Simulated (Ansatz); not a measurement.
I need harmonic frequencies at the relaxed geometry of ClGeH5OSi, SMILES O[SiH](Cl)[GeH3]. Use the Python package of Ansatz (0.2.0). Level of theory (for the species named): PBE0, def2-SVP basis, multiplicity 1.

```xyz
9

O    -1.8053    0.1347    0.9907
Si   -0.6145    0.8100   -0.0218
Cl    0.3503    2.3579    0.9725
Ge    0.9712   -0.8534   -0.5409
H    -1.3788   -0.1766    1.7582
H    -1.2004    1.3536   -1.2628
H     0.1891   -2.0022   -1.2830
H     1.5537   -1.4001    0.7654
H     2.0232   -0.2702   -1.3954
```

`clgeh5osi_freq.py`
```python
"""Harmonic frequencies of ClGeH5OSi at its relaxed geometry."""

import ansatz
from ase import Atoms
import numpy as np

config = {
    "basis_set": "def2-SVP",
    "xc": "pbe0",
}


def main() -> None:
    atoms = Atoms(["O", "Si", "Cl", "Ge", "H", "H", "H", "H", "H"], positions=[
        (-1.8053, 0.1347, 0.9907),
        (-0.6145, 0.81, -0.0218),
        (0.3503, 2.3579, 0.9725),
        (0.9712, -0.8534, -0.5409),
        (-1.3788, -0.1766, 1.7582),
        (-1.2004, 1.3536, -1.2628),
        (0.1891, -2.0022, -1.283),
        (1.5537, -1.4001, 0.7654),
        (2.0232, -0.2702, -1.3954),
    ])
    mol = ansatz.Crystal.molecule_from_ase(atoms)

    job = (
        mol.calculation()
        .basis(gaussian=config["basis_set"])
        .functional(config["xc"])
        .accuracy("high")
    )
    symbols = [site.symbol for site in mol.cartesian_sites]
    start = np.array([site.position_ang for site in mol.cartesian_sites], dtype=float)
    r = job.relax(force_tolerance=0.003).run().report
    end = np.array(r["positions_ang"])

    print("final positions (A) and the move of each atom")
    for symbol, xyz, old in zip(symbols, end, start):
        print(f"{symbol:2s} {xyz[0]:10.5f} {xyz[1]:10.5f} {xyz[2]:10.5f}   {np.linalg.norm(xyz - old):7.4f}")

    # same settings at the minimum
    minimum = ansatz.Crystal.molecule()
    for symbol, xyz in zip(symbols, end):
        minimum = minimum.atom(symbol, xyz.tolist())
    vibrating = (
        minimum.calculation()
        .basis(gaussian=config["basis_set"])
        .functional(config["xc"])
        .accuracy("high")
        .phonons(temperatures=(100, 500, 100))
    )
    vib = vibrating.run().report["vibrations"]
    sums = vib["harmonic_sums"]
    modes = [m["omega_inv_cm"] for m in sums["modes_at_gamma"] if m["rigid_motion"] == "no"]
    print("frequencies (1/cm):", " ".join(f"{w:.0f}" for w in modes))
    print("imaginary modes:", sum(w < 0 for w in modes), " zero-point energy:", round(sums["zero_point_energy_ev"], 4), "eV")
    print("T (K)   F_vib (eV)   S_vib (meV/K)   C_vib (meV/K)")
    for row in zip(sums["temperatures_k"], sums["vibrational_free_energy_ev"], vib["entropy_ev_per_k"], vib["heat_capacity_ev_per_k"]):
        print(f"{row[0]:6.1f} {row[1]:11.4f} {1000 * row[2]:13.4f} {1000 * row[3]:15.4f}")


if __name__ == "__main__":
    main()
```

Output of `python clgeh5osi_freq.py`:
```text
final positions (A) and the move of each atom
O    -1.81480    0.23458    0.99185    0.1003
Si   -0.62517    0.81159   -0.00936    0.0165
Cl    0.43426    2.34839    0.91248    0.1036
Ge    0.97186   -0.86860   -0.55347    0.0197
H    -1.53581   -0.20797    1.79956    0.1654
H    -1.33589    1.38386   -1.17967    0.1618
H     0.30816   -2.03627   -1.30798    0.1263
H     1.58216   -1.42063    0.74976    0.0384
H     2.10372   -0.29124   -1.42027    0.0869
frequencies (1/cm): 92 108 157 232 302 357 462 476 548 755 776 814 870 883 887 918 2146 2154 2165 2281 3925
imaginary modes: 0  zero-point energy: 1.321 eV
T (K)   F_vib (eV)   S_vib (meV/K)   C_vib (meV/K)
 100.0      1.3148        0.1810          0.2864
 200.0      1.2823        0.4699          0.5741
 300.0      1.2211        0.7505          0.8160
 400.0      1.1329        1.0109          0.9927
 500.0      1.0198        1.2468          1.1208
```

The settings weren't tested for convergence. The frequencies are harmonic and unscaled, in a modest basis. The result belongs to the one conformer reached from this start, and soft torsions count as harmonic oscillators. The whole script took 11 min on 1 thread of Arm Neoverse V2, with other jobs on the host, peak memory 0.55 GiB.

(Lines on the test bed's own set-up are left out of the output.)
